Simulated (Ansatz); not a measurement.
# 1H monolayer MoTe2, cell of 3 atoms

Wanted: energy, pressure and frontier levels of the defect-free cell (PBEsol, HSE06 and r²SCAN).

Program: Ansatz 0.2.0, PAW, plane waves. These are calculated values, not measurements.

## 1. The system as built

3 atoms (1 Mo, 2 Te); a = 3.491 Å, b = 3.491 Å, c = 18.000 Å, α = 90.00°, β = 90.00°, γ = 120.00°.

Steps to follow: (2) PBEsol single point at a 9×9×1 mesh, on 7 threads of Arm Neoverse-V2; (3) HSE06 single point at a 9×9×1 mesh, on 7 threads of Arm Neoverse-V2; (4) r²SCAN single point at a 9×9×1 mesh, on 7 threads of Arm Neoverse-V2.

As a file:

```
CELL_PARAMETERS angstrom
3.49092 0.00000 0.00000
-1.74546 3.02323 0.00000
0.00000 0.00000 18.00000
ATOMIC_POSITIONS crystal
Mo 0.33333 0.66667 0.50000
Te 0.66667 0.33333 0.60019
Te 0.66667 0.33333 0.39981
```

## 2. PBEsol on the given atoms

File in.yaml:

```yaml
crystal:
  lattice:
    - [3.490919, 0.000000, 0.000000]
    - [-1.745460, 3.023225, 0.000000]
    - [0.000000, 0.000000, 18.000000]
  atoms:
    - { symbol: Mo, position: [0.333333, 0.666667, 0.500000] }
    - { symbol: Te, position: [0.666667, 0.333333, 0.600186] }
    - { symbol: Te, position: [0.666667, 0.333333, 0.399814] }
kpoints:
  mp_grid: { grid: [9, 9, 1] }
  band_path: { path: [VBM, CBM], npoints: 2 }
hamiltonian:
  xc: pbesol
scf:
  occupations: { method: fermi_dirac, width: 0.01 }
output:
  forces: true
  eigenvalues: true
  stress: true
  populations: true
```

## 3. Single point with HSE06

Edit in.yaml of step 2 so:

```diff
@@ -13,3 +13,3 @@
 hamiltonian:
-  xc: pbesol
+  xc: hse06
 scf:
@@ -19,3 +19,2 @@
   eigenvalues: true
-  stress: true
   populations: true
```

## 4. r²SCAN on the same atoms

Edit in.yaml of step 3 so:

```diff
@@ -13,3 +13,3 @@
 hamiltonian:
-  xc: hse06
+  xc: r2scan
 scf:
```

Before running it: what results should come out? Wanted: for each run, top filled to lowest empty; gap over the zone; energy; pressure.

As calculated:

| level | time | top filled to lowest empty (eV) | gap over the zone (eV) | energy (eV/atom) | pressure (GPa) |
| --- | --- | --- | --- | --- | --- |
| PBEsol | 2.4 s (7 CPU threads) | 1.20 | 1.20 | -6233.7589 | 0.00 |
| HSE06 | 4 min (7 CPU threads) | 1.65 | 1.65 | -6309.1895 | - |
| r²SCAN | 3.8 s (7 CPU threads) | 1.29 | 1.29 | -6319.3530 | - |

**In words.** At the same k points, PBEsol gives a spacing 0.45 eV smaller and r²SCAN gives a spacing 0.36 eV smaller than the 1.65 eV of HSE06. The HSE06 single point took about 100 times as long as the PBEsol one on the same kind of device. No spin–orbit coupling is included; with elements this heavy it would shift the edges.
